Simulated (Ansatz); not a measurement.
# Gd2Al7Cu (P4mm): the equilibrium volume, part 1 of 2

Aim: the volume at which the pressure of Gd2Al7Cu (P4mm) vanishes.

Method: DFT PBEsol, scalar-relativistic, plane waves, PAW, in Ansatz 0.2.0.

## 1. Starting point

The structure is tetragonal, space group P4mm (No. 99). The conventional cell has a = 4.229 Å, b = 4.229 Å, c = 10.776 Å, α = 90.00°, β = 90.00°, γ = 90.00°. Al (site symmetry 2mm) has 2 Cu at 2.44 Å and 2 Al at 2.63 Å as nearest neighbours. Al (site symmetry 2mm) is surrounded by 8 Al at 2.61 to 2.99 Å. Al (site symmetry 4mm) has 5 Al at 2.50 to 2.61 Å as nearest neighbours. Al (site symmetry 4mm) is surrounded by 5 Al at 2.50 to 2.63 Å. Al (site symmetry 4mm) has 1 Cu at 2.36 Å and 4 Al at 2.65 Å as nearest neighbours. Cu (site symmetry 4mm) has 5 Al at 2.36 to 2.44 Å as nearest neighbours. Gd (site symmetry 4mm) has 12 Al at 3.16 to 3.37 Å and 4 Cu at 3.28 Å as nearest neighbours. Gd (site symmetry 4mm) has 16 Al at 3.24 to 3.51 Å as nearest neighbours.

Coordinates:

```
CELL_PARAMETERS angstrom
4.22934 0.00000 0.00000
0.00000 4.22934 0.00000
0.00000 0.00000 10.77553
ATOMIC_POSITIONS crystal
Al 0.00000 0.50000 0.23628
Al 0.50000 0.00000 0.75521
Al 0.50000 0.00000 0.23628
Al 0.00000 0.50000 0.75521
Al 0.00000 0.00000 0.61372
Al 0.00000 0.00000 0.38139
Al 0.50000 0.50000 0.90392
Cu 0.50000 0.50000 0.12298
Gd 0.00000 0.00000 0.99868
Gd 0.50000 0.50000 0.49635
```

The moments start at Gd 7.00 μB.

## 2. At the starting volume (PBEsol, 4×4×2 mesh)

input.yaml reads:

```yaml
crystal:
  lattice:
    - [4.2293372432, 0.0, 0.0]
    - [0.0, 4.2293372432, 0.0]
    - [0.0, 0.0, 10.7755306013]
  atoms:
    - { symbol: Al, position: [0.0, 0.5, 0.2362752824] }
    - { symbol: Al, position: [0.5, 0.0, 0.7552086737] }
    - { symbol: Al, position: [0.5, 0.0, 0.2362752824] }
    - { symbol: Al, position: [0.0, 0.5, 0.7552086737] }
    - { symbol: Al, position: [0.0, 0.0, 0.6137204843] }
    - { symbol: Al, position: [0.0, 0.0, 0.3813864732] }
    - { symbol: Al, position: [0.5, 0.5, 0.9039177357] }
    - { symbol: Cu, position: [0.5, 0.5, 0.1229758449] }
    - { symbol: Gd, position: [0.0, 0.0, 0.9986768189], spin: 7.0 }
    - { symbol: Gd, position: [0.5, 0.5, 0.4963527406], spin: 7.0 }
basis:
  ecutwfc: 420
kpoints:
  mp_grid: { grid: [4, 4, 2] }
hamiltonian:
  xc: pbesol
scf:
  occupations: { method: gaussian, width: 0.1 }
  lower_state_search: "off"
output:
  forces: true
  stress: true
  eigenvalues: true
  populations: true
  hubbard: { sites: [{ species: Gd, l: f }] }
magnetization:
  spin_polarized: true
```

On the command line:

```sh
> ansatz run input.yaml --threads 8 --pin off --max-ram 14336MiB --backend cpu --events-out ev --progress --plain --runs-dir out
```

Output:

```text
Warning: RAYON_NUM_THREADS=8 ignored (pool sized by the plan → 8); use --threads N
Gd: projections on atomic orbitals take those of the free atom [Kr 4d10] 4f7 5s2 5p6 5d1 6s2, of charge +0.00 (hamiltonian.pseudopotentials.projection_atoms); the dataset's partial waves leave at most 2.5e-4 of an orbital's norm unspanned inside its sphere
Engine: ansatz 0.2.0, aarch64-unknown-linux-gnu
Pseudopotentials: kind: paw
Pseudopotential: Al, paw, valence charge 3, recommended cutoff 420 eV (normal), Al.paw.azcp
Pseudopotential: Cu, paw, valence charge 19, recommended cutoff 420 eV (normal), Cu.paw.azcp
Pseudopotential: Gd, paw, valence charge 18, recommended cutoff 420 eV (normal), Gd.paw.azcp
Functional definition: PBEsol
  exchange = pbesol_x
  correlation = pbesol_c
Crystal: 10 atoms, lattice volume = 192.745 Å³
Basis set: ecut = 420 eV, 3721 PW (Γ), exchange–correlation on 60×60×150 points (8 copies of the dense FFT grid, shifted against one another)
Bands: 55, of which v1, the nominal top of the filled ones, is band 38 counted from 1 (37 counted from 0)
Symmetry: 8 space group operations
Space group: P4mm (ITA 99), of the structure as read, at distance tolerance 5.8e-5 Å
Magnetic group: BNS 99.163 (UNI 823), of the structure as read, at distance tolerance 5.8e-5 Å
k-points: 12 of 32
Non-local potential: Al, projectors of the file, l = 0: 2, l = 1: 2, l = 2: 1
Non-local potential: Cu, projectors of the file, l = 0: 3, l = 1: 2, l = 2: 3, l = 3: 1
Non-local potential: Gd, projectors of the file, l = 0: 3, l = 1: 2, l = 2: 2, l = 3: 3
PAW form: soft (Blöchl's): semilocal exchange-correlation on the pseudo side does not see the compensation charge
PAW frozen core: Al, regenerated for the run's functional, and the local potential with it (the file was generated under x = pbe(κ = 0.804, μ = 0.2195149727645171), c = pbe(β = 0.06672455060314922))
PAW frozen core: Cu, regenerated for the run's functional, and the local potential with it (the file was generated under x = pbe(κ = 0.804, μ = 0.2195149727645171), c = pbe(β = 0.06672455060314922))
PAW frozen core: Gd, regenerated for the run's functional, and the local potential with it (the file was generated under x = pbe(κ = 0.804, μ = 0.2195149727645171), c = pbe(β = 0.06672455060314922))
PAW one-centre angular grid: Al, 110 points (default); XC on 64 Gauss nodes
PAW one-centre angular grid: Cu, 590 points (default); XC on 64 Gauss nodes
PAW one-centre angular grid: Gd, 590 points (default); XC on 64 Gauss nodes
Initial density: superposition of atomic densities (chi_scale 0.1, normalization cell)
Starting moments: Σ|m| = 14 μB on 2 of 10 sites
Initial wavefunctions: pseudopotential atomic-orbital guess
Functional: x = pbesol(κ = 0.804, μ = 0.12345679012345678), c = pbesol(β = 0.046)
SCF iter   1: F=—  HF=-28719.063142 eV  |F-HF|=—  |Δ(HF+E_count)|=         —  Δρ=1.91e-1 (↑1.62e-1 ↓1.91e-1)  dr2=5.21e1  dr2_m=4.13e1  M=14.475 μB ∫|m|=15.068 μB  β_m=1.00  ethr=3.10e-3  ⟨swp⟩=7.3  Hψ=5789  notcnv=0
preconditioner: auto → Kerker (q_TF=auto, 2.336 Å⁻¹)  [metal: Δε(μ)=0.039 eV  Ē_g=6.361 eV  σ=0.100 eV  W_gap=0.21  n_scr=48 (ndim 8)  ℏωp=20.4 eV  f_vac=0.000  D(μ)=4.07/eV (n_scr^D=26)]
spin=Collinear: Kerker preconditioning applied to the charge; magnetization (m = ρ↑ − ρ↓) channel mixes plain (no charge-response kernel on spin).
SCF iter   2: F=—  HF=-28710.811267 eV  |F-HF|=—  |Δ(HF+E_count)|=    8.25e0  Δρ=4.57e-2 (↑4.57e-2 ↓3.94e-2)  dr2=8.10e0  dr2_m=1.58e-1  M=13.754 μB ∫|m|=14.251 μB  β_m=0.30  ethr=3.10e-3  ⟨swp⟩=3.7  Hψ=3927  notcnv=0  defer=125
SCF iter   3: F=—  HF=-28714.889717 eV  |F-HF|=—  |Δ(HF+E_count)|=    4.08e0  Δρ=1.62e-2 (↑1.14e-2 ↓1.62e-2)  dr2=1.36e0  dr2_m=1.28e-1  M=13.930 μB ∫|m|=14.426 μB  β_m=0.30  ethr=3.10e-3  ⟨swp⟩=3.0  Hψ=3407  notcnv=0  defer=94
SCF iter   4: F=—  HF=-28717.648240 eV  |F-HF|=—  |Δ(HF+E_count)|=    2.76e0  Δρ=1.14e-2 (↑7.92e-3 ↓1.14e-2)  dr2=6.94e-1  dr2_m=5.10e-2  M=13.900 μB ∫|m|=14.371 μB  β_m=0.30  ethr=1.78e-3  ⟨swp⟩=2.8  Hψ=2422  notcnv=0  defer=131
SCF iter   5: F=—  HF=-28718.916388 eV  |F-HF|=—  |Δ(HF+E_count)|=    1.27e0  Δρ=1.00e-2 (↑8.29e-3 ↓1.00e-2)  dr2=3.96e-1  dr2_m=1.41e-2  M=13.773 μB ∫|m|=14.291 μB  β_m=0.30  ethr=9.14e-4  ⟨swp⟩=3.2  Hψ=2793  notcnv=0  defer=131
SCF iter   6: F=—  HF=-28719.490820 eV  |F-HF|=—  |Δ(HF+E_count)|=   5.74e-1  Δρ=7.84e-3 (↑6.66e-3 ↓7.84e-3)  dr2=2.69e-1  dr2_m=3.17e-2  M=13.953 μB ∫|m|=14.403 μB  β_m=1.00  ethr=5.21e-4  ⟨swp⟩=2.8  Hψ=2656  notcnv=0  defer=108
SCF iter   7: F=—  HF=-28719.722250 eV  |F-HF|=—  |Δ(HF+E_count)|=   2.31e-1  Δρ=5.11e-3 (↑3.91e-3 ↓5.11e-3)  dr2=1.12e-1  dr2_m=6.68e-3  M=13.812 μB ∫|m|=14.277 μB  β_m=0.30  ethr=3.54e-4  ⟨swp⟩=3.0  Hψ=2059  notcnv=0  defer=113
SCF iter   8: F=—  HF=-28719.901442 eV  |F-HF|=—  |Δ(HF+E_count)|=   1.79e-1  Δρ=3.11e-3 (↑2.14e-3 ↓3.11e-3)  dr2=2.57e-2  dr2_m=4.26e-3  M=13.787 μB ∫|m|=14.252 μB  β_m=0.30  ethr=1.48e-4  ⟨swp⟩=2.0  Hψ=2123  notcnv=0  defer=113
SCF iter   9: F=—  HF=-28719.996682 eV  |F-HF|=—  |Δ(HF+E_count)|=   9.52e-2  Δρ=1.25e-3 (↑1.25e-3 ↓1.24e-3)  dr2=5.11e-3  dr2_m=1.02e-3  M=13.839 μB ∫|m|=14.287 μB  β_m=1.00  ethr=3.39e-5  ⟨swp⟩=2.2  Hψ=1846  notcnv=0  defer=98
SCF iter  10: F=—  HF=-28720.043616 eV  |F-HF|=—  |Δ(HF+E_count)|=   4.69e-2  Δρ=7.11e-4 (↑5.06e-4 ↓7.11e-4)  dr2=2.44e-3  dr2_m=7.37e-5  M=13.848 μB ∫|m|=14.289 μB  β_m=1.00  ethr=6.72e-6  ⟨swp⟩=2.2  Hψ=1803  notcnv=0  defer=98
SCF iter  11: F=—  HF=-28720.066841 eV  |F-HF|=—  |Δ(HF+E_count)|=   2.32e-2  Δρ=4.45e-4 (↑3.57e-4 ↓4.45e-4)  dr2=1.24e-3  dr2_m=8.00e-6  M=13.854 μB ∫|m|=14.291 μB  β_m=0.30  ethr=3.20e-6  ⟨swp⟩=2.1  Hψ=1933  notcnv=0  defer=98
Mixer restart at iter 11: flushing history
spin-set hold released at iteration 11 (settled: charge residual and site-moment steps within their bounds): the magnetisation degrees of freedom join the quasi-Newton model from the next iteration; the mixer history was flushed
SCF iter  12: F=—  HF=-28720.079032 eV  |F-HF|=—  |Δ(HF+E_count)|=   1.22e-2  Δρ=2.77e-4 (↑1.74e-4 ↓2.77e-4)  dr2=4.89e-4  dr2_m=1.03e-5  M=13.856 μB ∫|m|=14.292 μB  β_m=0.65  ethr=1.64e-6  ⟨swp⟩=2.0  Hψ=1661  notcnv=0  defer=98
SCF iter  13: F=—  HF=-28720.092341 eV  |F-HF|=—  |Δ(HF+E_count)|=   1.33e-2  Δρ=1.22e-3 (↑7.35e-4 ↓1.22e-3)  dr2=6.03e-3  dr2_m=2.72e-4  M=13.876 μB ∫|m|=14.309 μB  β_m=0.47  ethr=6.43e-7  ⟨swp⟩=2.0  Hψ=2339  notcnv=0  defer=98
SCF iter  14: F=—  HF=-28720.091330 eV  |F-HF|=—  |Δ(HF+E_count)|=   1.01e-3  Δρ=1.41e-4 (↑7.56e-5 ↓1.41e-4)  dr2=1.00e-4  dr2_m=5.45e-6  M=13.866 μB ∫|m|=14.299 μB  β_m=0.65  ethr=6.43e-7  ⟨swp⟩=2.0  Hψ=2307  notcnv=0  defer=98
SCF iter  15: F=—  HF=-28720.091325 eV  |F-HF|=—  |Δ(HF+E_count)|=   5.06e-6  Δρ=1.60e-4 (↑9.03e-5 ↓1.60e-4)  dr2=1.11e-4  dr2_m=7.34e-6  M=13.864 μB ∫|m|=14.297 μB  β_m=0.57  ethr=1.32e-7  ⟨swp⟩=2.0  Hψ=1987  notcnv=0  defer=98
SCF iter  16: F=—  HF=-28720.091315 eV  |F-HF|=—  |Δ(HF+E_count)|=   1.01e-5  Δρ=9.16e-5 (↑4.06e-5 ↓9.16e-5)  dr2=4.46e-5  dr2_m=2.82e-6  M=13.865 μB ∫|m|=14.298 μB  β_m=0.49  ethr=1.32e-7  ⟨swp⟩=2.0  Hψ=1810  notcnv=0  defer=98
SCF iter  17: F=—  HF=-28720.091236 eV  |F-HF|=—  |Δ(HF+E_count)|=   7.94e-5  Δρ=3.68e-5 (↑2.48e-5 ↓3.68e-5)  dr2=7.42e-6  dr2_m=6.25e-7  M=13.865 μB ∫|m|=14.298 μB  β_m=0.57  ethr=5.87e-8  ⟨swp⟩=2.0  Hψ=1384  notcnv=0  defer=98
SCF iter  18: F=—  HF=-28720.091236 eV  |F-HF|=—  |Δ(HF+E_count)|=   4.27e-7  Δρ=4.84e-5 (↑9.01e-6 ↓4.84e-5)  dr2=5.57e-6  dr2_m=9.83e-7  M=13.864 μB ∫|m|=14.297 μB  β_m=0.51  ethr=9.76e-9  ⟨swp⟩=2.0  Hψ=1905  notcnv=0  defer=98
SCF iter  19: F=—  HF=-28720.091236 eV  |F-HF|=—  |Δ(HF+E_count)|=   3.20e-7  Δρ=7.12e-6 (↑2.76e-6 ↓7.12e-6)  dr2=1.47e-7  dr2_m=1.59e-8  M=13.864 μB ∫|m|=14.298 μB  β_m=0.71  ethr=7.33e-9  ⟨swp⟩=1.6  Hψ=1409  notcnv=0  defer=98
SCF iter  20: F=-28720.091236 eV  HF=-28720.091236 eV  |F-HF|=9.68e-10  |Δ(HF+E_count)|=   1.34e-8  Δρ=7.19e-7 (↑6.10e-7 ↓7.19e-7)  dr2=3.13e-9  dr2_m=1.98e-10  M=13.864 μB ∫|m|=14.298 μB  ethr=1.32e-10  ⟨swp⟩=13.4  Hψ=6083  notcnv=0
SCF 1 converged in 20 iterations: F = -28720.091236 eV  dr2 = 3.13e-9
SCF converged after 20 iterations
Magnetization: 13.8641 μB (44.9321 up, 31.0679 down)
Absolute magnetization: 14.3010 μB (∫|ρ↑−ρ↓|, with the PAW one-centre terms)
Spin contamination: 0.1854 ħ² per cell (⟨S²⟩ above its minimum at these occupations)
Per-site moments (μB) at R_I (Å): [(-0.016515759732925902, 1.007237354112117), (-0.015781116212149615, 1.0753725466184376), (-0.016515759732926353, 1.007237354112117), (-0.01578111621214955, 1.0753725466184376), (-0.010001208985803872, 1.0327029266114651), (-0.015046094516432008, 1.0327029266114651), (-0.011854224492789806, 0.9736927856483507), (-0.009203953921218684, 0.9736927856483507), (6.953327395961322, 1.3035424176926984), (6.9345702992089295, 1.33527263248528)]
Free energy (F): -28720.091236 eV
Harris-Foulkes:  -28720.091236 eV  (|F-HF|=9.68e-10)
Internal energy: -28720.066030 eV  (E = F + TS)
E sigma→0 (E₀):  -28720.078633 eV
Entropy (-TS):   -0.025206 eV (-2.521 meV/atom)
Fermi energy:    9.813289 eV
--- Per-component energies (eV) ---
  E_band       = -545.302622
  E_kinetic    = 1261.448663
  E_local      = -12596.615593  (includes V_loc(G=0)·N_el)
  E_nonlocal   = 1050.902518
  E_hartree    = 5621.998156
  E_xc         = -826.191028
  E_vxc        = -821.806000  (∫ρ·V_xc dr)
  E_paw        = -17503.214012  (= ΣΔE_a)
  E_vpaw       = -683.232120  (= ΣTr[D̂ρ^β])
  E_aug_tail   = 0.000243  (compensation charges beyond the density's cutoff)
  E_ewald      = -5730.057494
  E_core_change = 1.662517  (= ΣΔE_core)
  E_smearing   = -0.025206  (= −TS)
  E_closure    = -0.000000  (closes the sum)
  Σ components = -28720.091236   (vs F -28720.091236, Δ=0.00e0)
--- Forces (eV/Å), atoms counted from 1 ---
  atom   1  Al    -0.00000000     0.00000000    -0.06147694
  atom   2  Al     0.00000000     0.00000000     0.02658455
  atom   3  Al    -0.00000000     0.00000000    -0.06147694
  atom   4  Al    -0.00000000     0.00000000     0.02658455
  atom   5  Al     0.00000000     0.00000000    -0.13524696
  atom   6  Al     0.00000000     0.00000000     0.29081361
  atom   7  Al     0.00000000     0.00000000     0.16204047
  atom   8  Cu     0.00000000     0.00000000    -0.24039273
  atom   9  Gd     0.00000000     0.00000000     0.04132109
  atom  10  Gd     0.00000000     0.00000000    -0.04874906
  max |Σ_I F_I| component: 1.64e-6 eV/Å
--- Stress (GPa, compression-positive) ---
       -1.804275       0.000000      -0.000000
        0.000000      -1.804275       0.000000
       -0.000000       0.000000      -1.197263
  P = ⅓ Tr σ = -1.6019 GPa (-16.019 kbar)
--- Band table (eV; the first three rows and the last of 24) ---
  k-point 0 ↑: bands = ["-103.3959", "-60.9399", "-60.8831", "-60.8831", "-35.3450", "-35.2935", "-12.8275", "-12.7827", "-12.7416", "-12.7416", "-12.6726", "-12.6726", "0.0729", "0.8782", "2.4672", "4.9160", "5.1578", "5.1954", "5.2078", "5.2078", "5.2235", "5.2235", "5.2373", "5.2393", "5.2398", "5.2398", "5.2496", "5.2612", "5.2612", "5.2702", "5.5418", "5.5732", "5.8443", "5.8443", "6.1282", "6.1842", "7.5449", "7.5449", "7.9145", "8.1748", "8.1748", "8.7169", "9.1153", "9.7876", "9.7971", "10.2095", "10.2095", "10.6361", "10.9148", "10.9148", "11.7274", "12.1225", "12.2542", "12.4415", "12.9201"]
  k-point 1 ↑: bands = ["-103.3959", "-60.9399", "-60.8831", "-60.8831", "-35.3450", "-35.2935", "-12.8273", "-12.7829", "-12.7416", "-12.7416", "-12.6726", "-12.6726", "0.2581", "0.5240", "3.2343", "3.6940", "5.1585", "5.1934", "5.2087", "5.2087", "5.2241", "5.2249", "5.2249", "5.2371", "5.2371", "5.2393", "5.2472", "5.2607", "5.2607", "5.2701", "5.5455", "5.7219", "5.8472", "5.8472", "6.1842", "7.5352", "7.5492", "7.5492", "7.9279", "8.0877", "8.1482", "8.1482", "8.5708", "9.6346", "10.0506", "10.2926", "10.2926", "10.3904", "10.8952", "10.8952", "11.0838", "11.7346", "12.1105", "13.2996", "13.2996"]
  k-point 2 ↑: bands = ["-103.3959", "-60.9399", "-60.8832", "-60.8831", "-35.3438", "-35.2923", "-12.8218", "-12.7876", "-12.7769", "-12.7371", "-12.7186", "-12.6684", "0.6096", "1.3211", "2.9494", "4.4988", "4.7749", "5.1386", "5.1771", "5.2174", "5.2175", "5.2206", "5.2330", "5.2371", "5.2403", "5.2406", "5.2456", "5.2619", "5.2676", "5.2781", "5.2890", "5.4974", "5.8484", "5.8710", "5.9797", "6.1313", "6.1530", "6.9662", "7.6236", "7.9025", "8.4125", "8.7644", "9.0124", "9.4336", "9.7095", "10.2681", "10.7474", "10.8670", "11.2663", "11.2991", "11.6106", "12.0206", "12.1443", "12.3370", "12.5610"]
  k-point 11 ↓: bands = ["-103.3965", "-60.9428", "-60.8832", "-60.8832", "-32.3040", "-32.2436", "-10.6256", "-10.6256", "-10.5923", "-10.5518", "-10.5518", "-10.5488", "3.1557", "3.5585", "4.1754", "4.2083", "4.2083", "4.2821", "4.2821", "4.9288", "5.9341", "6.1064", "6.1604", "6.2903", "6.2903", "6.8787", "7.3841", "7.4559", "7.4559", "7.9934", "7.9934", "9.4308", "9.7072", "10.2598", "10.2598", "10.2939", "10.2939", "10.3525", "10.3683", "10.3740", "10.3755", "10.3755", "10.3796", "10.3852", "10.3852", "10.5498", "10.5958", "12.0360", "12.0360", "12.8399", "12.8399", "12.9318", "13.5553", "13.8207", "14.1379"]
--- Löwdin populations: 10 sites ---
  site symbol       q [e]    m [muB]
     0     Al      3.2042    -0.0428
     1     Al      2.9770    -0.0305
     2     Al      3.2042    -0.0428
     3     Al      2.9770    -0.0305
     4     Al      3.1428    -0.0218
     5     Al      3.1739    -0.0358
     6     Al      3.2461    -0.0385
     7     Cu     18.3562    -0.0081
     8     Gd     17.7624     7.0788
     9     Gd     17.6100     7.0513
  spilling = 0.004555 (of n_electrons = 76.000000)
--- Occupation matrices: 2 shells (Löwdin-built; ε = 2.00e-2, provisional) ---
  Gd8 f_4F: site group C4v (4mm)
  Gd8 f_4F up     Tr n = 6.9931  λ = 0.999 0.999 0.999 0.999 0.999 0.999 0.999  [7× z3 0.14 E(0.57)]
  Gd8 f_4F dn     Tr n = 0.1494  λ = 0.011 0.011 0.017 0.023 0.023 0.026 0.038  [7× z3 0.14 E(0.57)]
  Gd9 f_4F: site group C4v (4mm)
  Gd9 f_4F up     Tr n = 6.9931  λ = 0.999 0.999 0.999 0.999 0.999 0.999 0.999  [7× z3 0.14 E(0.57)]
  Gd9 f_4F dn     Tr n = 0.1795  λ = 0.008 0.008 0.024 0.028 0.028 0.037 0.044  [7× z3 0.14 E(0.57)]
  Tr n, λ and their labels are of the run-group-symmetrised matrices; stabiliser: 8 of 16 elements of G0×{1,Θ} (closed), max defect 2.7e-15 at τ = 4.2e-3
```

Run time: 6.4 s. Hardware: 8 threads of Arm Neoverse V1, shared host; peak memory 0.83 GiB.

Read off: volume 19.275 Å³/atom, pressure -1.60 GPa, no gap, moments in the atoms' spheres Gd 6.95, 6.93 μB.

(Continued in part 2 of 2.)
